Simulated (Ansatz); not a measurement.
# C2H4NOSi (SMILES C[SiH]N=C=O), step by step

We compute a structure relaxation (UHF/STO-3G), then vibrational wavenumbers, then a structure relaxation (UHF/3-21G), then the harmonic vibrations of C2H4NOSi. 

Program for the calculation: Ansatz 0.2.0.

## (1) The molecule

C2H4NOSi has 9 atoms, charge 0, and is taken as a doublet. As SMILES, `C[SiH]N=C=O`. Geometry: relaxed at PBE0-D4/def2-TZVP. This is one conformer, not always the lowest. The run starts from this shape.

Bond lengths: C1–Si2 1.865 Å, Si2–N3 1.715 Å, N3–C4 1.195 Å, C4–O5 1.166 Å, C1–H6 1.094 Å, C1–H7 1.091 Å, C1–H8 1.092 Å, Si2–H9 1.490 Å. Some angles: C1–Si2–N3 109.4°, Si2–N3–C4 161.1°, N3–C4–O5 178.3°, C1–Si2–H9 111.9°, N3–Si2–H9 107.3°, Si2–C1–H6 110.2°, Si2–C1–H7 111.1°, Si2–C1–H8 110.1°, H6–C1–H7 108.5°, H6–C1–H8 108.5°.

## (2) A geometry optimisation at UHF/STO-3G (start density atoms) (run 1)

Input file job.yaml:

```yaml
crystal:
  periodic: [false, false, false]
  atoms:
    - symbol: C
      position_ang: [-0.230800, 0.936500, 1.233300]
    - symbol: Si
      position_ang: [-0.019100, 0.717300, -0.606900]
    - symbol: N
      position_ang: [0.147000, -0.951200, -0.966600]
    - symbol: C
      position_ang: [-0.027700, -2.022300, -1.465700]
    - symbol: O
      position_ang: [-0.174100, -3.081100, -1.930900]
    - symbol: H
      position_ang: [0.625000, 0.510600, 1.765400]
    - symbol: H
      position_ang: [-1.138100, 0.442600, 1.585600]
    - symbol: H
      position_ang: [-0.298200, 1.998600, 1.479400]
    - symbol: H
      position_ang: [1.204500, 1.402700, -1.110500]
basis:
  gaussian:
    orbitals: STO-3G
magnetization:
  spin_polarized: true
  initial_magnetization: 1
hamiltonian:
  xc: hf
relax:
  f_tol: 0.002
output: {orbitals: {seedname: orbitals}}
```

Launch:

```
$ ansatz run job.yaml --threads 1 --pin off --max-ram 3480MiB --events-out events.jsonl --progress --plain --runs-dir runs
```

What it wrote:

```text
Warning: RAYON_NUM_THREADS=1 ignored (pool sized by the plan → 1); use --threads N
The last accepted step is kept in runs//last_step.txt (removed where the run ends without a failure and the disk answers)
[... 106 lines left out ...]
Total energy: -13341.57583700 eV, -490.2938687647 hartree
[... 9 lines left out ...]
Dipole moment:    -0.164298     0.671192     0.106494 e Å
```

Run time: 20 s. Hardware: 1 thread of Arm Neoverse V1, shared host; peak memory 0.13 GiB.

Steps, from the record of the run:

```
step  energy from the first frame kept (eV)  largest force (eV/Å)
   1                                 0.0000                3.8725
   2                                -0.1164                0.5891
   3                                -0.1303                0.1306
   4                                -0.1308                0.1081
   5                                -0.1310                0.0827
   6                                -0.1313                0.0482
   7                                -0.1315                0.0259
   8                                -0.1318                0.0398
   9                                -0.1319                0.0728
  10                                -0.1320                0.0444
  11                                -0.1320                0.0248
  12                                -0.1320                0.0182
  13                                -0.1320                0.0048
  14                                -0.1320                0.0044
  15                                -0.1320                0.0014
```

After the run. Bond lengths: C1–Si2 1.868 Å, Si2–N3 1.715 Å, N3–C4 1.194 Å, C4–O5 1.198 Å, C1–H6 1.083 Å, C1–H7 1.082 Å, C1–H8 1.083 Å, Si2–H9 1.431 Å. Some angles: C1–Si2–N3 108.2°, Si2–N3–C4 160.2°, N3–C4–O5 176.8°, C1–Si2–H9 109.4°, N3–Si2–H9 106.1°, Si2–C1–H6 111.1°, Si2–C1–H7 111.9°, Si2–C1–H8 110.6°, H6–C1–H7 107.7°, H6–C1–H8 107.7°.

## (3) The harmonic vibrations at UHF/STO-3G (start density atoms) (run 2)

Input file run.yaml:

```yaml
crystal:
  periodic: [false, false, false]
  atoms:
    - {symbol: C, position_ang: [-0.226438, 0.916406, 1.203632]}
    - {symbol: Si, position_ang: [-0.018629, 0.762422, -0.645966]}
    - {symbol: "N", position_ang: [0.190683, -0.897136, -1.023811]}
    - {symbol: C, position_ang: [-0.038808, -1.992278, -1.440916]}
    - {symbol: O, position_ang: [-0.208612, -3.109688, -1.839154]}
    - {symbol: H, position_ang: [0.621796, 0.493688, 1.728591]}
    - {symbol: H, position_ang: [-1.115967, 0.408375, 1.552697]}
    - {symbol: H, position_ang: [-0.306754, 1.956737, 1.492527]}
    - {symbol: H, position_ang: [1.191229, 1.415175, -1.044500]}
basis:
  gaussian:
    orbitals: STO-3G
magnetization:
  spin_polarized: true
  initial_magnetization: 1
hamiltonian:
  xc: hf
phonons:
  temperatures:
    t_min: 298.15
    t_max: 298.15
    t_step: 1
```

Launch:

```
$ ansatz run run.yaml --threads 1 --pin off --max-ram 3480MiB --events-out events.jsonl --progress --plain --runs-dir runs
```

What it wrote:

```text
Warning: RAYON_NUM_THREADS=1 ignored (pool sized by the plan → 1); use --threads N
[... 295 lines left out ...]
Total energy: -13341.57584793 eV, -490.2938691663 hartree
[... 9 lines left out ...]
Dipole moment:    -0.164298     0.671193     0.106494 e Å
Vibrations: 38.56 96.45 132.80 290.79 559.67 570.56 658.91 744.52 857.65 966.14 1045.33 1125.85 1583.67 1668.69 1842.41 1844.81 2678.80 2832.10 3562.48 3742.70 3751.32 cm⁻¹, zero-point energy 1.896598 eV
```

It took 31 s on 1 thread of Arm Neoverse V1, shared host; peak memory 0.088 GiB.

## (4) A structure relaxation at UHF/3-21G (start density atoms) (run 3)

Input file in.yaml:

```yaml
crystal:
  periodic: [false, false, false]
  atoms:
    - {symbol: C, position_ang: [-0.230800, 0.936500, 1.233300]}
    - {symbol: Si, position_ang: [-0.019100, 0.717300, -0.606900]}
    - {symbol: N, position_ang: [0.147000, -0.951200, -0.966600]}
    - {symbol: C, position_ang: [-0.027700, -2.022300, -1.465700]}
    - {symbol: O, position_ang: [-0.174100, -3.081100, -1.930900]}
    - {symbol: H, position_ang: [0.625000, 0.510600, 1.765400]}
    - {symbol: H, position_ang: [-1.138100, 0.442600, 1.585600]}
    - {symbol: H, position_ang: [-0.298200, 1.998600, 1.479400]}
    - {symbol: H, position_ang: [1.204500, 1.402700, -1.110500]}
basis:
  gaussian:
    orbitals: 3-21G.json
total_charge: 0
magnetization:
  spin_polarized: true
  initial_magnetization: 1
hamiltonian:
  xc: hf
relax:
  f_tol: 0.002
output:
  orbitals: {seedname: orbitals}
```

The basis set 3-21G is read from a file made from the Basis Set Exchange's data (not shown).

Launch:

```
$ ansatz run in.yaml --threads 1 --pin off --max-ram 3480MiB --events-out events.jsonl --progress --plain --runs-dir runs
```

What it wrote, shortened:

```text
Warning: RAYON_NUM_THREADS=1 ignored (pool sized by the plan → 1); use --threads N
[... 1 set-up line as earlier in the session ...]
[... 75 lines left out ...]
Total energy: -13432.78097005 eV, -493.6455955834 hartree
[... 9 lines left out ...]
Dipole moment:    -0.074711     0.609964     0.288239 e Å
```

Run time: 16 s. Hardware: 1 thread of Arm Neoverse V1, shared host; peak memory 0.14 GiB.

Step by step:

```
step  energy from the first frame kept (eV)  largest force (eV/Å)
   1                                 0.0000                2.6949
   2                                -0.0583                0.5051
   3                                -0.0716                0.3803
   4                                -0.0799                0.3884
   5                                -0.0892                0.3628
   6                                -0.0984                0.0466
   7                                -0.0985                0.0532
   8                                -0.0987                0.0119
   9                                -0.0987                0.0121
  10                                -0.0987                0.0016
```

After the run. Bond lengths: C1–Si2 1.911 Å, Si2–N3 1.738 Å, N3–C4 1.176 Å, C4–O5 1.174 Å, C1–H6 1.086 Å, C1–H7 1.084 Å, C1–H8 1.085 Å, Si2–H9 1.488 Å. Some angles: C1–Si2–N3 110.7°, Si2–N3–C4 176.2°, N3–C4–O5 179.8°, C1–Si2–H9 111.6°, N3–Si2–H9 108.2°, Si2–C1–H6 110.8°, Si2–C1–H7 111.1°, Si2–C1–H8 109.8°, H6–C1–H7 108.3°, H6–C1–H8 108.4°.

## (5) The harmonic vibrations at UHF/3-21G (start density atoms) (run 4)

Input file molecule.yaml:

```yaml
basis:
  gaussian:
    orbitals: 3-21G.json
crystal:
  periodic: [false, false, false]
  atoms:
    - {symbol: C, position_ang: [-0.226544, 0.932034, 1.255476]}
    - {symbol: Si, position_ang: [-0.034635, 0.766776, -0.638747]}
    - {symbol: N, position_ang: [0.009433, -0.905866, -1.109316]}
    - {symbol: C, position_ang: [-0.025485, -2.024314, -1.470679]}
    - {symbol: O, position_ang: [-0.057495, -3.141273, -1.829498]}
    - {symbol: H, position_ang: [0.583877, 0.425057, 1.770506]}
    - {symbol: H, position_ang: [-1.164256, 0.504075, 1.590625]}
    - {symbol: H, position_ang: [-0.209292, 1.979826, 1.536665]}
    - {symbol: H, position_ang: [1.212897, 1.417387, -1.121932]}
magnetization:
  spin_polarized: true
  initial_magnetization: 1
hamiltonian:
  xc: hf
phonons:
  temperatures: {t_min: 298.15, t_max: 298.15, t_step: 1}
```

The basis set 3-21G is read from a file made from the Basis Set Exchange's data (not shown).

Launch:

```
$ ansatz run molecule.yaml --threads 1 --pin off --max-ram 3480MiB --events-out events.jsonl --progress --plain --runs-dir runs
```

What it wrote:

```text
Warning: RAYON_NUM_THREADS=1 ignored (pool sized by the plan → 1); use --threads N
[... 298 lines left out ...]
Total energy: -13432.78092282 eV, -493.6455938478 hartree
[... 9 lines left out ...]
Dipole moment:    -0.074711     0.609964     0.288240 e Å
Vibrations: 100.60 119.77 167.77 269.55 598.84 613.92 687.78 691.41 733.80 835.93 946.49 996.47 1473.97 1573.73 1624.51 1629.89 2258.09 2521.77 3187.94 3258.67 3271.87 cm⁻¹, zero-point energy 1.708675 eV
```

Wall time 42 s (1 thread of Arm Neoverse V1, shared host); peak memory 0.13 GiB.

## (6) Outcome

| quantity | value |
| --- | --- |
| run 1, UHF/STO-3G: total energy at the end | -490.29387 Eh |
| run 1, UHF/STO-3G: dipole moment | 3.36 D |
| run 1, UHF/STO-3G: HOMO energy (highest over α and β) | -6.38 eV |
| run 1, UHF/STO-3G: LUMO energy (lowest over α and β) | 5.08 eV |
| run 1, UHF/STO-3G: ⟨S²⟩ | 0.770 |
| run 2, UHF/STO-3G: largest force on an atom | 0.001 eV/Å |
| run 2, UHF/STO-3G: lowest harmonic wavenumber | 39 cm⁻¹ |
| run 2, UHF/STO-3G: highest harmonic wavenumber | 3751 cm⁻¹ |
| run 2, UHF/STO-3G: zero-point energy | 183.0 kJ/mol |
| run 3, UHF/3-21G: total energy at the end | -493.64560 Eh |
| run 3, UHF/3-21G: dipole moment | 3.26 D |
| run 3, UHF/3-21G: HOMO energy (highest over α and β) | -8.70 eV |
| run 3, UHF/3-21G: LUMO energy (lowest over α and β) | 1.15 eV |
| run 3, UHF/3-21G: ⟨S²⟩ | 0.754 |
| run 4, UHF/3-21G: total energy | -493.64559 Eh |
| run 4, UHF/3-21G: largest force on an atom | 0.002 eV/Å |
| run 4, UHF/3-21G: lowest harmonic wavenumber | 101 cm⁻¹ |
| run 4, UHF/3-21G: highest harmonic wavenumber | 3272 cm⁻¹ |
| run 4, UHF/3-21G: zero-point energy | 164.9 kJ/mol |

The optimisation (run 1, UHF/STO-3G) took 14 steps and changed the energy by -0.132 eV. All 21 modes (run 2, UHF/STO-3G) are real, so the shape is a minimum at this level. The optimisation (run 3, UHF/3-21G) took 9 steps and changed the energy by -0.099 eV. Mulliken charges (run 3, UHF/3-21G) run from -1.07 on C1 to +1.18 on Si2; they depend strongly on the basis. All 21 modes (run 4, UHF/3-21G) are real, so the shape is a minimum at this level.
